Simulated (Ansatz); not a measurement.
# CH6AlNS: rotation by 180° about the Al2–S4 bond, part 2 of 2

How high is the barrier for the rotation by 180° about the Al2–S4 bond? Relax the two ends, then run a nudged elastic band between them. SMILES of the start: [CH3][Al]([NH2])[SH].

Ansatz 0.2.0; RKS PBE-D4/def2-SVP. The steps go on from the part before.

## 6. Nudged elastic band

crystal.atoms is end A as relaxed above, and neb.final_atoms is end B, turned to lie on A. With 9 inner images the band has 11 in all.

The input, input.yaml:

```yaml
crystal:
  periodic: [false, false, false]
  atoms:
    - { symbol: C, position_ang: [-1.395518, 1.047251, 0.164617] }
    - { symbol: Al, position_ang: [0.268345, 0.063218, -0.143334] }
    - { symbol: "N", position_ang: [0.532534, -1.587467, 0.484778] }
    - { symbol: S, position_ang: [1.879982, 1.020943, -1.322469] }
    - { symbol: H, position_ang: [-1.986093, 1.124497, -0.772729] }
    - { symbol: H, position_ang: [-1.190677, 2.084576, 0.502044] }
    - { symbol: H, position_ang: [-2.039309, 0.562709, 0.927147] }
    - { symbol: H, position_ang: [-0.153983, -2.102193, 1.041456] }
    - { symbol: H, position_ang: [1.366373, -2.163571, 0.353172] }
    - { symbol: H, position_ang: [2.718348, -0.049964, -1.234691] }
basis:
  gaussian: { orbitals: def2-SVP }
hamiltonian:
  xc: pbe
  dispersion: d4
neb:
  order_check: false
  images: 9
  f_tol: 0.05
  max_iterations: 60
  initial_path: idpp
  final_atoms:
    - { symbol: C, position_ang: [-1.15876451, 0.9989676, 0.07548367] }
    - { symbol: Al, position_ang: [0.38950024, -0.19323893, -0.08537793] }
    - { symbol: "N", position_ang: [0.42212106, -1.81702288, 0.65237985] }
    - { symbol: S, position_ang: [2.21423665, 0.37320372, -1.20618105] }
    - { symbol: H, position_ang: [-1.66930302, 1.1214815, -0.90344587] }
    - { symbol: H, position_ang: [-0.85788347, 2.01337093, 0.41183838] }
    - { symbol: H, position_ang: [-1.90766674, 0.61202391, 0.79725184] }
    - { symbol: H, position_ang: [-0.33818259, -2.22152704, 1.20295097] }
    - { symbol: H, position_ang: [1.19500265, -2.48315287, 0.59037602] }
    - { symbol: H, position_ang: [1.71094172, 1.59589306, -1.53528489] }
```

Run with:

```console
$ ansatz run input.yaml --threads 2 --pin off --max-ram 3072MiB --backend cpu --events-out ev --progress --plain --runs-dir out
```

Standard output (excerpt; [...] marks lines left out):

```text
Warning: RAYON_NUM_THREADS=2 ignored (pool sized by the plan → 2); use --threads N
[...]
Functional definition: PBE
[...]
1076 factors; their error is unknown
[...]
mean field -20040.28446263 eV, -736.4668702088 hartree, gradient 6.6e-5 eV, S^2 0.000000; 0 other end points of the search recorded, 0 dependent functions left out
[...]
reference -20040.28450104 eV, -736.4668716205 hartree; 24, 24 occupied and 70, 70 virtual orbitals, 1076 factors
1076 factors; their error is unknown
[...]
mean field -20040.29635401 eV, -736.4673072092 hartree, gradient 7.1e-5 eV, S^2 0.000000; 0 other end points of the search recorded, 0 dependent functions left out
[...]
reference -20040.29639237 eV, -736.4673086187 hartree; 24, 24 occupied and 70, 70 virtual orbitals, 1076 factors
NEB end point (image 0): max|allowed force component| = 4.440e-3 eV/Å (the criterion of neb.relax_end_points is 1.000e-2)
[...]
Atom 0 at    -1.410438     0.835846    -0.248758 Å, force     0.005480    -0.002398     0.000136 eV/Å
Atom 1 at     0.375560     0.088181     0.041765 Å, force     0.030693     0.013402    -0.008152 eV/Å
Atom 2 at     0.609591    -1.333309     1.092987 Å, force    -0.018968     0.010826    -0.000242 eV/Å
Atom 3 at     2.219743     0.948051    -0.887729 Å, force    -0.019796    -0.024481    -0.012071 eV/Å
Atom 4 at    -1.727170     0.687139    -1.303221 Å, force    -0.003062     0.003727     0.003631 eV/Å
Atom 5 at    -1.414383     1.931968    -0.071062 Å, force     0.005119    -0.011094     0.003818 eV/Å
Atom 6 at    -2.179008     0.376350     0.405908 Å, force    -0.008708    -0.000355    -0.004729 eV/Å
Atom 7 at    -0.135046    -1.838155     1.580205 Å, force     0.007175    -0.006179     0.001369 eV/Å
Atom 8 at     1.517644    -1.751887     1.308015 Å, force     0.000242     0.003529    -0.003110 eV/Å
Atom 9 at     2.143509     0.055815    -1.918120 Å, force     0.001824     0.013024     0.019349 eV/Å
Dipole moment:    -0.261534    -0.377970     0.123534 e Å
this run last wrote the band of iteration 5 to <dir>
```

Run time: 68 s. Hardware: 2 threads of Arm Neoverse V2, shared host; peak memory 0.12 GiB.

## 7. Images and barrier

The 9 inner images lie between the fixed ends 0 and 10. Energy is taken from image 0, and the path length is the program's own coordinate along the band.

| image | path (Å) | energy (eV) | dihedral N3–Al2–S4–H10 (°) | band force (eV/Å) |
| --- | --- | --- | --- | --- |
| 0 | 0.000 | 0.0000 | 0 | - |
| 1 | 0.322 | 0.0075 | 14 | 0.038 |
| 2 | 0.644 | 0.0344 | 30 | 0.034 |
| 3 | 0.966 | 0.0731 | 49 | 0.034 |
| 4 | 1.287 | 0.1061 | 67 | 0.033 |
| 5* | 1.609 | 0.1190 | 85 | 0.031 |
| 6 | 1.987 | 0.1039 | 106 | 0.026 |
| 7 | 2.365 | 0.0647 | 126 | 0.027 |
| 8 | 2.744 | 0.0205 | 147 | 0.031 |
| 9 | 3.123 | -0.0077 | 167 | 0.021 |
| 10 | 3.504 | -0.0121 | -180 | - |

The star marks the climbing image.

image, energy (eV) and a bar:
```
        0      0.000 ###
        1      0.008 ####
        2      0.034 ###########
        3      0.073 ####################
        4      0.106 ###########################
        5      0.119 ##############################
        6      0.104 ###########################
        7      0.065 ##################
        8      0.021 #######
        9     -0.008 #
       10     -0.012
```

How the highest energy settled:

```csv
iteration,highest image above image 0 (eV),largest band force (eV/Å)
1,0.1940,1.052
2,0.1260,0.247
3,0.1204,0.068
4,0.1197,0.067
5,0.1190,0.038
```

The band as a trajectory file:

```xyz
10
image=0 dE=0.0000
C    -1.396    1.047    0.165
Al    0.268    0.063   -0.143
N     0.533   -1.587    0.485
S     1.880    1.021   -1.322
H    -1.986    1.124   -0.773
H    -1.191    2.085    0.502
H    -2.039    0.563    0.927
H    -0.154   -2.102    1.041
H     1.366   -2.164    0.353
H     2.718   -0.050   -1.235
10
image=1 dE=0.0075
C    -1.420    1.020    0.088
Al    0.284    0.077   -0.102
N     0.576   -1.534    0.613
S     1.910    1.017   -1.283
H    -1.928    1.086   -0.898
H    -1.264    2.064    0.435
H    -2.114    0.526    0.797
H    -0.128   -2.064    1.133
H     1.455   -2.055    0.598
H     2.630   -0.136   -1.382
10
image=2 dE=0.0344
C    -1.429    0.983    0.006
Al    0.310    0.092   -0.053
N     0.599   -1.483    0.738
S     1.973    1.032   -1.188
H    -1.866    0.994   -1.015
H    -1.331    2.044    0.319
H    -2.154    0.490    0.684
H    -0.121   -2.021    1.226
H     1.499   -1.962    0.816
H     2.518   -0.168   -1.534
10
image=3 dE=0.0731
C    -1.429    0.938   -0.081
Al    0.335    0.099   -0.013
N     0.610   -1.433    0.863
S     2.055    1.034   -1.078
H    -1.812    0.890   -1.123
H    -1.375    2.015    0.185
H    -2.173    0.454    0.583
H    -0.120   -1.967    1.340
H     1.516   -1.887    1.000
H     2.393   -0.142   -1.677
10
image=4 dE=0.1061
C    -1.422    0.889   -0.166
Al    0.357    0.097    0.017
N     0.611   -1.384    0.981
S     2.142    1.006   -0.973
H    -1.771    0.786   -1.216
H    -1.400    1.978    0.052
H    -2.178    0.418    0.495
H    -0.126   -1.907    1.459
H     1.520   -1.816    1.161
H     2.267   -0.065   -1.809
10
image=5 dE=0.1190
C    -1.410    0.836   -0.249
Al    0.376    0.088    0.042
N     0.610   -1.333    1.093
S     2.220    0.948   -0.888
H    -1.727    0.687   -1.303
H    -1.414    1.932   -0.071
H    -2.179    0.376    0.406
H    -0.135   -1.838    1.580
H     1.518   -1.752    1.308
H     2.144    0.056   -1.918
10
image=6 dE=0.1039
C    -1.390    0.774   -0.337
Al    0.393    0.062    0.058
N     0.599   -1.285    1.207
S     2.291    0.854   -0.816
H    -1.684    0.576   -1.389
H    -1.417    1.876   -0.202
H    -2.167    0.330    0.320
H    -0.152   -1.747    1.726
H     1.502   -1.699    1.447
H     2.024    0.260   -2.014
10
image=7 dE=0.0647
C    -1.368    0.704   -0.424
Al    0.405    0.026    0.069
N     0.588   -1.229    1.320
S     2.335    0.743   -0.783
H    -1.632    0.457   -1.474
H    -1.414    1.810   -0.335
H    -2.158    0.277    0.229
H    -0.169   -1.633    1.877
H     1.483   -1.649    1.583
H     1.927    0.494   -2.060
10
image=8 dE=0.0205
C    -1.343    0.627   -0.512
Al    0.415   -0.015    0.078
N     0.577   -1.163    1.432
S     2.356    0.621   -0.796
H    -1.564    0.332   -1.559
H    -1.406    1.734   -0.469
H    -2.151    0.216    0.129
H    -0.186   -1.503    2.020
H     1.463   -1.579    1.729
H     1.841    0.732   -2.052
10
image=9 dE=-0.0077
C    -1.315    0.544   -0.593
Al    0.424   -0.058    0.086
N     0.569   -1.090    1.532
S     2.355    0.497   -0.851
H    -1.494    0.183   -1.628
H    -1.377    1.652   -0.622
H    -2.149    0.174    0.040
H    -0.210   -1.397    2.118
H     1.447   -1.466    1.899
H     1.750    0.961   -1.981
10
image=10 dE=-0.0121
C    -1.190    0.960    0.097
Al    0.394   -0.181   -0.094
N     0.500   -1.797    0.654
S     2.170    0.439   -1.264
H    -1.728    1.057   -0.869
H    -0.916    1.986    0.419
H    -1.907    0.553    0.840
H    -0.233   -2.222    1.226
H     1.293   -2.437    0.577
H     1.617    1.641   -1.588
```

## 8. Frequencies at the highest image

The geometry is the highest inner image of the first converged band.

The input, input.yaml:

```yaml
crystal:
  periodic: [false, false, false]
  atoms:
    - { symbol: C, position_ang: [-1.410438, 0.835846, -0.248758] }
    - { symbol: Al, position_ang: [0.37556, 0.088181, 0.041765] }
    - { symbol: "N", position_ang: [0.609591, -1.333309, 1.092987] }
    - { symbol: S, position_ang: [2.219743, 0.948051, -0.887729] }
    - { symbol: H, position_ang: [-1.72717, 0.687139, -1.303221] }
    - { symbol: H, position_ang: [-1.414383, 1.931968, -0.071062] }
    - { symbol: H, position_ang: [-2.179008, 0.37635, 0.405908] }
    - { symbol: H, position_ang: [-0.135046, -1.838155, 1.580205] }
    - { symbol: H, position_ang: [1.517644, -1.751887, 1.308015] }
    - { symbol: H, position_ang: [2.143509, 0.055815, -1.91812] }
basis:
  gaussian: { orbitals: def2-SVP }
hamiltonian:
  xc: pbe
  dispersion: d4
phonons: {}
```

Run with:

```console
$ ansatz run input.yaml --threads 2 --pin off --max-ram 3072MiB --backend cpu --events-out ev --progress --plain --runs-dir out
```

Standard output (excerpt; [...] marks lines left out):

```text
Warning: RAYON_NUM_THREADS=2 ignored (pool sized by the plan → 2); use --threads N
[...]
[... 1 set-up line as earlier in the session ...]
[...]
1076 factors; their error is unknown
[...]
mean field -20040.16672629 eV, -736.4625434783 hartree, gradient 1.1e-5 eV, S^2 0.000000; 0 other end points of the search recorded, 0 dependent functions left out
[...]
reference -20040.16676451 eV, -736.4625448828 hartree; 24, 24 occupied and 70, 70 virtual orbitals, 1076 factors
[...]
1076 factors; their error is unknown
mean field -20040.16658308 eV, -736.4625382152 hartree, gradient 2.9e-6 eV, S^2 0.000000; 0 other end points of the search recorded, 0 dependent functions left out
[...]
reference -20040.16662129 eV, -736.4625396194 hartree; 24, 24 occupied and 70, 70 virtual orbitals, 1076 factors
[...]
1076 factors; their error is unknown
mean field -20040.16665170 eV, -736.4625407370 hartree, gradient 2.6e-6 eV, S^2 0.000000; 0 other end points of the search recorded, 0 dependent functions left out
[...]
WARN: phonons: modes at or below zero, which the zero-point energy, F, S and C_V leave out: 1, the lowest at -192.29 cm⁻¹. A minimum has none, and a first-order saddle one
[...]
Atom 1 at     0.375560     0.088181     0.041765 Å, force     0.030672     0.013458    -0.008231 eV/Å
Atom 2 at     0.609591    -1.333309     1.092987 Å, force    -0.018941     0.010764    -0.000192 eV/Å
Atom 3 at     2.219743     0.948051    -0.887729 Å, force    -0.019795    -0.024485    -0.012048 eV/Å
Atom 4 at    -1.727170     0.687139    -1.303221 Å, force    -0.003054     0.003722     0.003634 eV/Å
Atom 5 at    -1.414383     1.931968    -0.071062 Å, force     0.005118    -0.011117     0.003814 eV/Å
Atom 6 at    -2.179008     0.376350     0.405908 Å, force    -0.008711    -0.000360    -0.004733 eV/Å
Atom 7 at    -0.135046    -1.838155     1.580205 Å, force     0.007171    -0.006161     0.001370 eV/Å
Atom 8 at     1.517644    -1.751887     1.308015 Å, force     0.000222     0.003531    -0.003109 eV/Å
Atom 9 at     2.143509     0.055815    -1.918120 Å, force     0.001814     0.013033     0.019334 eV/Å
Dipole moment:    -0.261533    -0.377969     0.123534 e Å
Vibrations: -192.29 84.91 151.10 173.43 180.51 403.01 416.49 429.54 569.19 585.39 624.98 647.59 716.50 822.27 1163.70 1373.71 1377.41 1470.57 2601.00 2966.48 3058.14 3073.15 3492.87 3588.11 cm⁻¹, zero-point energy 1.857906 eV
```

Run time: 47 s. Hardware: 2 threads of Arm Neoverse V2, shared host; peak memory 0.12 GiB.

Of 24 modes, 1 is imaginary by more than 30 cm⁻¹ (192i cm⁻¹).

## 9. Results

The summary covers parts 1 to 2.

```
                    quantity                     value
                       end A  19 moves, 0.070 eV lower
                       end B  17 moves, 0.071 eV lower
            barrier forwards                   0.12 eV
           barrier backwards                   0.13 eV
second end relative to first                 -0.012 eV
               highest image    5 of 0 to 10, climbing
             band iterations                         5
  imaginary modes at the top                 192i cm⁻¹
```

**Reading.** The top lies 0.12 eV above the first end, or 5 kT at room temperature, which at an assumed attempt frequency of 10^13 s⁻¹ means a rate near 10^11 s⁻¹. Going back costs 0.13 eV, since the second end is 0.012 eV below the first. The listed dihedral goes from 0° at end A through 85° at the highest image to -180° at end B. One imaginary mode, as a first-order saddle point has. Zero-point energy and entropy are left out.
